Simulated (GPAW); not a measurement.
Crystal: Zr3AlN4.

```
CELL_PARAMETERS angstrom
3.21491 0.00000 0.00000
0.00000 3.21491 0.00000
0.00000 0.00000 8.97645
ATOMIC_POSITIONS crystal
Zr 0.50000 0.50000 0.24865
Zr 0.00000 0.00000 0.50000
Zr 0.50000 0.50000 0.75135
Al 0.00000 0.00000 0.00000
N 0.50000 0.50000 0.50000
N 0.00000 0.00000 0.77487
N 0.50000 0.50000 0.00000
N 0.00000 0.00000 0.22513
```

The cell comes from a database or a generator and needn't be the stable form of this composition.

Base run:

- Program: GPAW 26.7.0
- Functional: PBE
- Potentials or basis: GPAW PAW data sets (gpaw-data 1.2.1)
- Cutoff: 800 eV
- Basis: pw
- k mesh: 6 × 6 × 2
- Occupations: fermi-dirac, width 0.05 eV
- Spin: no spin polarisation

Its results: pressure -4.7 GPa; largest force 0.137 eV/Å.

Task: The run is repeated on the same cell with these changes: functional from PBE to r2SCAN. What comes out?

Result: Pressure -6.3 GPa; largest force 0.074 eV/Å.

Caveats: the PAW data sets were made with another functional, which shifts forces and pressure a little (some runs).
